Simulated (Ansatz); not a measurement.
**CH₄AsB (SMILES C=B[AsH2]): functionals against CCSD(T) at one geometry**

One table from this session's results is given with a row withheld; the runs are named, their logs left out.

Method: single points in def2-TZVPP; program: Ansatz 0.2.0, Gaussian basis.

Correlated methods freeze the cores. Filled d shells of the heavier atoms are correlated.

### Where the work starts

SMILES `C=B[AsH2]`, 7 atoms, charge 0, spin multiplicity 1.

Atoms are counted from 1 here; the program's logs count them from 0.

Bond lengths: C1–B2 1.367 Å, C1–H4 1.092 Å, C1–H5 1.070 Å, B2–As3 1.943 Å, As3–H6 1.513 Å, As3–H7 1.532 Å. Angles: B2–C1–H4 123.5°, B2–C1–H5 123.7°, H4–C1–H5 112.7°, C1–B2–As3 172.3°, B2–As3–H6 95.4°, B2–As3–H7 96.7°, H6–As3–H7 90.6°.

As a file:

```xyz
7

C    -1.2116    0.1871   -0.9156
B    -0.1993   -0.1206   -0.0493
As    1.1624   -0.8073    1.1539
H    -2.0196   -0.5024   -1.1685
H    -1.3169    1.1395   -1.3918
H     1.2235    0.4299    2.0227
H     2.3735   -0.3230    0.3496
```

Set-up of the first run:

The input, run/in.yaml:

```yaml
crystal:
  periodic: [false, false, false]
  atoms:
    - {symbol: C, position_ang: [-1.211600, 0.187100, -0.915600]}
    - {symbol: B, position_ang: [-0.199300, -0.120600, -0.049300]}
    - {symbol: As, position_ang: [1.162400, -0.807300, 1.153900]}
    - {symbol: H, position_ang: [-2.019600, -0.502400, -1.168500]}
    - {symbol: H, position_ang: [-1.316900, 1.139500, -1.391800]}
    - {symbol: H, position_ang: [1.223500, 0.429900, 2.022700]}
    - {symbol: H, position_ang: [2.373500, -0.323000, 0.349600]}
basis:
  gaussian: {orbitals: def2-TZVPP}
correlation: {method: ccsd_t}
output: {forces: true}
```

The command line of these runs was not kept.

Among the steps run: CCSD(T)/def2-TZVPP; PBE0-D4/def2-TZVPP; wB97M-V/def2-TZVPP; r2SCAN-D4/def2-TZVPP; PBE-D4/def2-TZVPP; B97M-V/def2-TZVPP; LC-wPBE/def2-TZVPP.

One of the session's tables, all rows but one given; the rest of the session is left out.

| method | RMS force component (eV/Å) | angle to CCSD(T) forces (°) | dipole (D) |
| --- | --- | --- | --- |
| CCSD(T) | 0.428 | reference | 0.79 |
| PBE0-D4 | 0.292 | 20.2 | 0.83 |
| wB97M-V | 0.302 | 30.9 | 0.85 |
| r2SCAN-D4 | 0.298 | 15.3 | 0.80 |
| PBE-D4 | ? | ? | ? |
| B97M-V | 0.288 | 20.8 | 0.70 |
| LC-wPBE | 0.312 | 42.5 | 0.88 |

Q: Estimate the row for PBE-D4 from the others.

The run gave: RMS force component (eV/Å): 0.336; angle to CCSD(T) forces (°): 30.0; dipole (D): 0.80. In the column «RMS force component (eV/Å)» it lies between LC-wPBE (0.312) and CCSD(T) (0.428).
